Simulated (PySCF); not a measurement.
**[SmCl3(H2O)]−: other functionals and bases at one geometry**

How far do other levels of theory move the description of [SmCl3(H2O)]−, and what does each cost? The structure is generated, not taken from experiment.

Program: PySCF 2.14.0. Level of theory: several levels, as the steps say, no spin–orbit coupling. These are calculated values, not measurements.

1 further run of the same task is left out (for a known fault of the program).

**1. The starting structure**

7 atoms, charge -1, spin multiplicity 1.

Bond lengths: Sm1–Cl2 2.735 Å, Sm1–Cl3 2.777 Å, Sm1–Cl4 2.777 Å, Sm1–O5 2.638 Å, Sm1–H6 2.738 Å, Sm1–H7 2.739 Å, O5–H6 0.979 Å, O5–H7 0.979 Å. Angles: Cl2–Sm1–Cl3 126.2°, Cl2–Sm1–Cl4 126.0°, Cl2–Sm1–O5 133.2°, Cl2–Sm1–H6 142.9°, Cl2–Sm1–H7 142.8°, Cl3–Sm1–Cl4 106.7°, Cl3–Sm1–O5 70.7°, Cl3–Sm1–H6 49.9°, Cl3–Sm1–H7 79.0°, Cl4–Sm1–O5 70.6°, Cl4–Sm1–H6 79.0°, Cl4–Sm1–H7 49.9°, O5–Sm1–H6 20.9°, O5–Sm1–H7 20.9°, H6–Sm1–H7 32.9°, Sm1–O5–H6 85.3°, Sm1–O5–H7 85.4°, H6–O5–H7 104.6° and more.

As a file:

```xyz
7

Sm    0.0031    0.3177    0.3543
Cl    1.8361    1.6222    1.9100
Cl   -2.5658   -0.4175    1.1124
Cl    0.5288   -0.9834   -2.0427
O    -1.7136    1.1287   -1.4775
H    -2.3817    0.6437   -0.9511
H    -1.3064    0.4452   -2.0485
```

Formal oxidation states: Sm +2. Each metal's 6 4f electrons lie in its core potential, so multiplicities, spins and levels count the valence alone. An earlier session relaxed this geometry at PBE0, Sm lcecp-0-SVP with ECP52, Cl def2-SVP, O def2-SVP, H def2-SVP (singlet, point group Cs).

At PBE0 on the finer grid: E = -1485.213351 Eh, frontier levels not given, since the 4f levels lie in the core, Mulliken charge on Sm1 +0.50 e, largest force component 0.008 eV/Å. 

Levels to run: r2SCAN; HF; PBE0, TZVP. Hardware: 2 threads of Arm Neoverse V1, shared host.

**2. r2SCAN**

The input, run.py (the lines that set the calculation):

```python
mol = gto.M(atom='''
Sm     0.00311     0.31768     0.35431
Cl     1.83611     1.62217     1.91004
Cl    -2.56576    -0.41747     1.11239
Cl     0.52883    -0.98336    -2.04265
O     -1.71360     1.12866    -1.47751
H     -2.38166     0.64369    -0.95107
H     -1.30645     0.44521    -2.04846''',
    basis={'Sm': 'lcecp-0-SVP', 'Cl': 'def2-SVP', 'O': 'def2-SVP', 'H': 'def2-SVP'},
    ecp={'Sm': 'lcecp-0-SVP'},
    charge=-1, spin=0)
mf = dft.RKS(mol, xc='R2SCAN')
mf.grids.atom_grid = (75, 302)  # f atoms: unpruned, at least (60, 302)
mf = mf.density_fit()  # fitting sets: Sm AutoAux, Cl def2-universal-JKFIT, O def2-universal-JKFIT, H def2-universal-JKFIT
mf.conv_tol = 1e-08; mf.max_cycle = 55
mf.kernel(dm0)  # dm0: the density of the relaxed state
```

Command:

```
$ OMP_NUM_THREADS=2 python run.py
```

**3. HF**

Edit run.py (the lines that set the calculation) of step 2 so:

```diff
@@ -11,4 +11,3 @@
     charge=-1, spin=0)
-mf = dft.RKS(mol, xc='R2SCAN')
-mf.grids.atom_grid = (75, 302)  # f atoms: unpruned, at least (60, 302)
+mf = scf.RHF(mol)
 mf = mf.density_fit()  # fitting sets: Sm AutoAux, Cl def2-universal-JKFIT, O def2-universal-JKFIT, H def2-universal-JKFIT
```

**4. PBE0, TZVP**

Basis: Sm lcecp-0-TZVP with ECP52, Cl def2-TZVP, O def2-TZVP, H def2-TZVP. 

The input, run.py (the lines that set the calculation):

```python
mol = gto.M(atom='''
Sm     0.00311     0.31768     0.35431
Cl     1.83611     1.62217     1.91004
Cl    -2.56576    -0.41747     1.11239
Cl     0.52883    -0.98336    -2.04265
O     -1.71360     1.12866    -1.47751
H     -2.38166     0.64369    -0.95107
H     -1.30645     0.44521    -2.04846''',
    basis={'Sm': 'lcecp-0-TZVP', 'Cl': 'def2-TZVP', 'O': 'def2-TZVP', 'H': 'def2-TZVP'},
    ecp={'Sm': 'lcecp-0-TZVP'},
    charge=-1, spin=0)
mf = dft.RKS(mol, xc='PBE0')
mf.grids.atom_grid = (75, 302)  # f atoms: unpruned, at least (60, 302)
mf = mf.density_fit()  # fitting sets: Sm AutoAux, Cl def2-universal-JKFIT, O def2-universal-JKFIT, H def2-universal-JKFIT
mf.conv_tol = 1e-08; mf.max_cycle = 55
mf.kernel(dm0)  # dm0: free metal ions and neutral atoms
```

**Question.** What will these runs give? Wanted: for each run, charge on Sm1; dipole; largest force.

The runs gave:

| level | state | charge on Sm1 (e) | dipole (D) | largest force (eV/Å) | basis functions | time |
| --- | --- | --- | --- | --- | --- | --- |
| PBE0 (relaxed here) | singlet | 0.50 | 0.75 | 0.01 | 109 | 18 s |
| r2SCAN | singlet | 0.50 | 0.78 | 0.24 | 109 | 9.6 s |
| HF | singlet | 0.83 | 0.69 | 1.43 | 109 | 3.8 s |
| PBE0, TZVP | singlet | 1.04 | 0.54 | 0.25 | 201 | 20 s |

Times are on 2 threads of Arm Neoverse V1, shared host; the first row also made further properties. The dipole of a charged species depends on the origin, so these sizes hold for this origin alone.

The largest leftover force, 1.43 eV/Å with HF, stands at a geometry relaxed at another level. The Mulliken charge on Sm spans +0.50 to +1.04 e over the levels. With 4f in the core, its levels are missing from HOMO and gap. Total energies of different levels can't be compared. Spin–orbit coupling is left out throughout.
